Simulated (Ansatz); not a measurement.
# C2H6BClOSi: two geometries relaxed

Are the two ends of the shift of H11 from Si5 to B4 separate minima, and which lies lower? Each is relaxed from a guess. SMILES of the start: C=C(O)B([SiH3])Cl.

All numbers below are computed with Ansatz 0.2.0 (RKS PBE/STO-3G).

### Step 1. The starting structure

Bond lengths: C1–C2 1.285 Å, C2–O3 1.370 Å, C2–B4 1.548 Å, B4–Si5 1.911 Å, B4–Cl6 1.916 Å, C1–H7 1.089 Å, C1–H8 1.126 Å, O3–H9 1.063 Å, Si5–H10 1.445 Å, Si5–H11 1.484 Å, Si5–H12 1.438 Å. Angles (14 of 16 angles, heavy atoms first): C1–C2–O3 119.5°, C1–C2–B4 124.5°, O3–C2–B4 116.0°, C2–B4–Si5 124.7°, C2–B4–Cl6 118.3°, Si5–B4–Cl6 117.0°, C2–C1–H7 123.3°, C2–C1–H8 121.1°, C2–O3–H9 122.7°, B4–Si5–H10 108.1°, B4–Si5–H11 106.3°, B4–Si5–H12 111.4°, H7–C1–H8 115.2°, H10–Si5–H11 109.8°.

Structure file:

```xyz
12

C    -1.0299    1.3919    1.2025
C    -0.1745    0.7411    0.4984
O     1.1041    1.2194    0.3796
B    -0.4652   -0.6017   -0.2142
Si    0.8162   -1.5959   -1.2250
Cl   -2.2446   -1.3068   -0.1298
H    -2.0743    1.0990    1.2959
H    -0.7675    2.3845    1.6652
H     1.4351    2.1015    0.8716
H     1.3247   -0.7397   -2.2723
H     1.9096   -1.9444   -0.2846
H     0.2433   -2.8042   -1.7535
```

### Step 2. End point A

Input file input.yaml:

```yaml
crystal:
  periodic: [false, false, false]
  atoms:
    - { symbol: C, position_ang: [-1.0299, 1.3919, 1.2025] }
    - { symbol: C, position_ang: [-0.1745, 0.7411, 0.4984] }
    - { symbol: O, position_ang: [1.1041, 1.2194, 0.3796] }
    - { symbol: B, position_ang: [-0.4652, -0.6017, -0.2142] }
    - { symbol: Si, position_ang: [0.8162, -1.5959, -1.225] }
    - { symbol: Cl, position_ang: [-2.2446, -1.3068, -0.1298] }
    - { symbol: H, position_ang: [-2.0743, 1.099, 1.2959] }
    - { symbol: H, position_ang: [-0.7675, 2.3845, 1.6652] }
    - { symbol: H, position_ang: [1.4351, 2.1015, 0.8716] }
    - { symbol: H, position_ang: [1.3247, -0.7397, -2.2723] }
    - { symbol: H, position_ang: [1.9096, -1.9444, -0.2846] }
    - { symbol: H, position_ang: [0.2433, -2.8042, -1.7535] }
basis:
  gaussian: { orbitals: STO-3G }
hamiltonian:
  xc: pbe
relax:
  f_tol: 0.02
  max_steps: 50
```

The run is started by

```
$ ansatz run input.yaml --threads 1 --pin off --max-ram 2048MiB --backend cpu --events-out ev --progress --plain --runs-dir out
```

Output, cut to the lines that bear on the results:

```text
Warning: RAYON_NUM_THREADS=1 ignored (pool sized by the plan → 1); use --threads N
[...]
Functional definition: PBE
[...]
617 factors; integrals over basis functions are off by at most 2.5e-5 eV
[...]
mean field -24988.23062496 eV, -918.3005378362 hartree, gradient 4.1e-5 eV, S^2 0.000000; 0 other end points of the search recorded, 0 dependent functions left out
[...]
reference -24988.23065129 eV, -918.3005388040 hartree; 31, 31 occupied and 13, 13 virtual orbitals, 617 factors
relax step   1: F+E_penalty+E_count = -24988.23062496 eV  Δ(F+E_penalty+E_count) = +0.000e0 eV  max|allowed force component| = 4.832e0 eV/Å  Δτ_max = 0.0000 Å  (25 SCF iters, accepted)
[...]
relax step   6: F+E_penalty+E_count = -24989.28941313 eV  Δ(F+E_penalty+E_count) = -2.320e-3 eV  max|allowed force component| = 5.768e-2 eV/Å  Δτ_max = 0.0165 Å  (30 SCF iters, accepted)
[...]
relax step   7: F+E_penalty+E_count = -24989.28956726 eV  Δ(F+E_penalty+E_count) = -1.541e-4 eV  max|allowed force component| = 1.189e-2 eV/Å  Δτ_max = 0.0049 Å  (22 SCF iters, accepted)
617 factors; integrals over basis functions are off by at most 2.6e-5 eV
[...]
mean field -24989.28956726 eV, -918.3394532479 hartree, gradient 1.4e-5 eV, S^2 0.000000; 1 other end points of the search recorded, 0 dependent functions left out
[...]
reference -24989.28959314 eV, -918.3394541992 hartree; 31, 31 occupied and 13, 13 virtual orbitals, 617 factors
Total energy: -24989.28959314 eV, -918.3394541992 hartree
Atom 0 at    -1.068822     1.489547     1.231318 Å, force     0.004617    -0.002459    -0.002891 eV/Å
Atom 1 at    -0.171974     0.738628     0.504518 Å, force    -0.000655    -0.001509     0.000794 eV/Å
Atom 2 at     1.189139     1.118551     0.325782 Å, force    -0.007330    -0.011890    -0.005439 eV/Å
Atom 3 at    -0.517101    -0.604390    -0.206333 Å, force     0.001448     0.003730     0.002591 eV/Å
Atom 4 at     0.844247    -1.611142    -1.220633 Å, force    -0.005319     0.006005     0.004311 eV/Å
Atom 5 at    -2.204695    -1.207964    -0.068463 Å, force     0.010777     0.003906    -0.001049 eV/Å
Atom 6 at    -2.110499     1.153241     1.340846 Å, force    -0.003091    -0.002862    -0.001540 eV/Å
Atom 7 at    -0.788065     2.437346     1.723404 Å, force    -0.001726     0.000118     0.000278 eV/Å
Atom 8 at     1.251389     2.012766     0.850355 Å, force     0.002769     0.005055     0.002302 eV/Å
Atom 9 at     1.380508    -0.782071    -2.292592 Å, force     0.000601     0.001605    -0.000678 eV/Å
Atom 10 at     1.953776    -1.966733    -0.345052 Å, force     0.001313     0.000017     0.000905 eV/Å
Atom 11 at     0.319097    -2.833079    -1.809350 Å, force    -0.003403    -0.001715     0.000417 eV/Å
Dipole moment:     0.246760     0.417669     0.180069 e Å
```

Run time: 18 s. Hardware: 1 thread of Intel Xeon Platinum 8488C (Sapphire Rapids), shared host; peak memory 0.2 GiB.

Step by step:

```
step  energy from step 1 (eV)  largest force component (eV/Å)
   1                   0.0000                          4.8318
   2                  -0.9655                          1.3991
   3                  -1.0249                          0.6298
   4                  -1.0524                          0.3686
   5                  -1.0565                          0.2740
   6                  -1.0588                          0.0577
   7                  -1.0589                          0.0119
```

Step 1 is the start.

After: Bond lengths: C1–C2 1.377 Å, C2–O3 1.424 Å, C2–B4 1.558 Å, B4–Si5 1.974 Å, B4–Cl6 1.798 Å, C1–H7 1.100 Å, C1–H8 1.104 Å, O3–H9 1.039 Å, Si5–H10 1.457 Å, Si5–H11 1.457 Å, Si5–H12 1.454 Å. Angles (14 of 16 angles, heavy atoms first): C1–C2–O3 122.9°, C1–C2–B4 124.5°, O3–C2–B4 112.6°, C2–B4–Si5 121.4°, C2–B4–Cl6 117.5°, Si5–B4–Cl6 121.0°, C2–C1–H7 120.2°, C2–C1–H8 122.5°, C2–O3–H9 102.9°, B4–Si5–H10 110.0°, B4–Si5–H11 109.9°, B4–Si5–H12 112.8°, H7–C1–H8 117.3°, H10–Si5–H11 107.5°.

### Step 3. Relaxing end B

The second end starts from a geometry with the move made by hand.

Edit input.yaml of step 2 so:

```diff
@@ -13,3 +13,3 @@
     - { symbol: H, position_ang: [1.3247, -0.7397, -2.2723] }
-    - { symbol: H, position_ang: [1.9096, -1.9444, -0.2846] }
+    - { symbol: H, position_ang: [0.67606, -0.58378, 0.04293] }
     - { symbol: H, position_ang: [0.2433, -2.8042, -1.7535] }
```

The run is started by

```
$ ansatz run input.yaml --threads 1 --pin off --max-ram 2048MiB --backend cpu --events-out ev --progress --plain --runs-dir out
```

Output, cut to the lines that bear on the results:

```text
Warning: RAYON_NUM_THREADS=1 ignored (pool sized by the plan → 1); use --threads N
[...]
[... 1 set-up line as earlier in the session ...]
[...]
622 factors; integrals over basis functions are off by at most 1.7e-5 eV
[...]
mean field -24983.53988545 eV, -918.1281563389 hartree, gradient 7.5e-6 eV, S^2 0.000000; 0 other end points of the search recorded, 0 dependent functions left out
[...]
reference -24983.53991108 eV, -918.1281572807 hartree; 31, 31 occupied and 13, 13 virtual orbitals, 622 factors
relax step   1: F+E_penalty+E_count = -24983.53988545 eV  Δ(F+E_penalty+E_count) = +0.000e0 eV  max|allowed force component| = 5.379e0 eV/Å  Δτ_max = 0.0000 Å  (26 SCF iters, accepted)
[...]
relax step   4: F+E_penalty+E_count = -24987.65695625 eV  Δ(F+E_penalty+E_count) = -7.393e-1 eV  max|allowed force component| = 1.417e0 eV/Å  Δτ_max = 0.1949 Å  (28 SCF iters, accepted)
[...]
Atom 2 at     1.087720     1.236942     0.338501 Å, force    -0.001653    -0.005462    -0.004466 eV/Å
Atom 3 at    -0.619764    -0.488530    -0.177032 Å, force    -0.007864     0.002334     0.005081 eV/Å
Atom 4 at     0.745212    -1.522773    -1.156759 Å, force     0.001938    -0.002433    -0.001916 eV/Å
Atom 5 at    -2.310914    -1.082401    -0.042427 Å, force     0.003642    -0.001959    -0.002466 eV/Å
Atom 6 at    -2.219079     1.294133     1.329225 Å, force    -0.000231     0.000934    -0.001771 eV/Å
Atom 7 at    -0.898537     2.583101     1.701936 Å, force     0.001554     0.002195     0.000805 eV/Å
Atom 8 at     1.150037     2.140044     0.847619 Å, force    -0.001149     0.004038     0.005881 eV/Å
Atom 9 at     1.369682    -0.692712    -2.178688 Å, force    -0.001942    -0.000355    -0.001783 eV/Å
Atom 10 at     1.793438    -1.948255    -0.237338 Å, force     0.000564     0.001180     0.000055 eV/Å
Atom 11 at     0.197691    -2.706999    -1.799945 Å, force     0.001356    -0.000479     0.000105 eV/Å
Dipole moment:     0.247609     0.419732     0.174905 e Å
```

Wall time 35 s (1 thread of Intel Xeon Platinum 8488C (Sapphire Rapids), shared host); peak memory 0.2 GiB.

Step by step:

```
step  energy from step 1 (eV)  largest force component (eV/Å)
   1                   0.0000                          5.3792
   2                  -2.2481                          2.8239
   3                  -3.3778                          2.1803
   4                  -4.1171                          1.4171
   5                  -4.5629                          1.2973
   6                  -4.9713                          0.7700
   7                  -5.2672                          0.7291
   8                  -5.4825                          0.4712
   9                  -5.6446                          0.2899
  10                  -5.7306                          0.2178
  11                  -5.7479                          0.0602
  12                  -5.7489                          0.0814
  13                  -5.7492                          0.0368
  14                  -5.7495                          0.0079
```

Step 1 is the start.

After: Bond lengths: C1–C2 1.377 Å, C2–O3 1.424 Å, C2–B4 1.558 Å, B4–Si5 1.973 Å, B4–Cl6 1.797 Å, C1–H7 1.100 Å, C1–H8 1.104 Å, O3–H9 1.039 Å, Si5–H10 1.457 Å, Si5–H11 1.458 Å, Si5–H12 1.455 Å. Angles (14 of 16 angles, heavy atoms first): C1–C2–O3 123.0°, C1–C2–B4 124.4°, O3–C2–B4 112.6°, C2–B4–Si5 121.5°, C2–B4–Cl6 117.5°, Si5–B4–Cl6 121.0°, C2–C1–H7 120.1°, C2–C1–H8 122.6°, C2–O3–H9 103.0°, B4–Si5–H10 110.3°, B4–Si5–H11 109.7°, B4–Si5–H12 112.7°, H7–C1–H8 117.3°, H10–Si5–H11 107.5°.

Pairs that crossed the distance rule for bonds on the way: moved apart B4–H11.

### Step 4. What came out

| quantity | value |
| --- | --- |
| end A | 6 moves, 1.059 eV lower |
| end B | 13 moves, 5.749 eV lower |
| largest difference between the ends | 0.08 Å |
| end B relative to end A | +0.000 eV |

What this shows: The two relaxations end at one structure, within 0.08 Å: no second minimum was found from this start, which doesn't rule one out. The basis is very small, so the numbers are rough.
